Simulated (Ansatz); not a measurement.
**CH₆SSeSi: a ladder of functionals and wavefunction methods**

An exercise on one series of results from a longer session: the logs are not shown, and one member is left open.

Program: Ansatz 0.2.0, Gaussian basis. Level of theory: functionals in def2-TZVPP, the program's frozen cores in correlated methods. These are calculated values, not measurements.

Plan: LDA (SPW92), PBE-D4, revPBE-D4, BLYP-D4, r2SCAN-D4, B97M-V, PBE0-D4, B3LYP-D4, r2SCANh-D4, r2SCAN0-D4, HSE06-D4, BHLYP-D4, CAM-B3LYP-D4, LC-ωPBE, ωB97X-V, ωB97M-V, B2PLYP, PBE-QIDH; CCSD(T)/def2-SVP; CCSD(T)/def2-TZVPP; MP2/def2-QZVPP; extrapolation to the limit; RPA on PBE.

## Structure used throughout

An earlier PBE0-D4 in a triple-zeta def2 set relaxation fixed the geometry.

SMILES `SC[SiH2][SeH]`, 10 atoms, charge 0, spin multiplicity 1.

Atoms are counted from 1 here; the program's logs count them from 0.

Bond lengths: S1–C2 1.807 Å, S1–H5 1.344 Å, C2–Si3 1.879 Å, C2–H6 1.094 Å, C2–H7 1.093 Å, Si3–Se4 2.275 Å, Si3–H8 1.486 Å, Si3–H9 1.483 Å, Se4–H10 1.470 Å. Angles: C2–S1–H5 97.1°, S1–C2–Si3 110.9°, S1–C2–H6 110.3°, S1–C2–H7 111.0°, Si3–C2–H6 106.4°, Si3–C2–H7 109.8°, H6–C2–H7 108.3°, C2–Si3–Se4 113.0°, C2–Si3–H8 107.6°, C2–Si3–H9 110.4°, Se4–Si3–H8 111.2°, Se4–Si3–H9 104.3°, H8–Si3–H9 110.3°, Si3–Se4–H10 93.0°.

Set-up of the first run:

File in.yaml:

```yaml
crystal:
  periodic: [false, false, false]
  atoms:
    - {symbol: S, position_ang: [-1.268118, 1.418943, -0.711604]}
    - {symbol: C, position_ang: [0.090111, 0.857129, 0.340017]}
    - {symbol: Si, position_ang: [0.091764, -1.016538, 0.486744]}
    - {symbol: Se, position_ang: [-0.051653, -2.066877, -1.526358]}
    - {symbol: H, position_ang: [-1.247627, 2.708651, -0.334986]}
    - {symbol: H, position_ang: [-0.029777, 1.246076, 1.355524]}
    - {symbol: H, position_ang: [1.053294, 1.198428, -0.047292]}
    - {symbol: H, position_ang: [1.328405, -1.410411, 1.210804]}
    - {symbol: H, position_ang: [-1.106999, -1.478605, 1.226937]}
    - {symbol: H, position_ang: [1.223700, -1.507997, -1.996786]}
basis:
  gaussian: {orbitals: def2-TZVPP}
hamiltonian: {xc: lda}
output: {orbitals: {seedname: orbitals}}
```

Steps of the session up to this table: LDA; PBE-D4 (GGA); revPBE-D4 (GGA); BLYP-D4 (GGA); r2SCAN-D4 (meta-GGA); B97M-V (meta-GGA); PBE0-D4 (hybrid); B3LYP-D4 (hybrid); r2SCANh-D4 (hybrid); r2SCAN0-D4 (hybrid); HSE06-D4 (hybrid); BHLYP-D4 (hybrid); CAM-B3LYP-D4 (range-separated); LC-ωPBE (range-separated); ωB97X-V (range-separated); ωB97M-V (range-separated); B2PLYP (double hybrid); PBE-QIDH (double hybrid).

One of the session's tables, all rows but one given; the rest of the session is left out.

It belongs to the step «Orbital energies across the functionals». 

| functional | HOMO (eV) | gap (eV) |
| --- | --- | --- |
| LDA (SPW92) | -5.74 | 4.72 |
| PBE-D4 | -5.63 | 4.78 |
| revPBE-D4 | -5.59 | 4.81 |
| BLYP-D4 | -5.48 | 4.69 |
| r2SCAN-D4 | -5.90 | 5.37 |
| B97M-V | -6.01 | 5.31 |
| PBE0-D4 | -6.86 | 6.89 |
| B3LYP-D4 | -6.62 | 6.37 |
| r2SCANh-D4 | -6.36 | 6.14 |
| r2SCAN0-D4 | -7.04 | 7.28 |
| HSE06-D4 | -6.46 | 6.11 |
| BHLYP-D4 | -7.92 | 8.76 |
| CAM-B3LYP-D4 | -8.18 | 9.16 |
| LC-ωPBE | -9.57 | 11.79 |
| ωB97X-V | ? | ? |
| ωB97M-V | -9.07 | 10.81 |

Q: Estimate the row for ωB97X-V from the others.

As computed: HOMO (eV): -9.22; gap (eV): 11.25. In the column «HOMO (eV)» it lies between LC-ωPBE (-9.57) and ωB97M-V (-9.07).
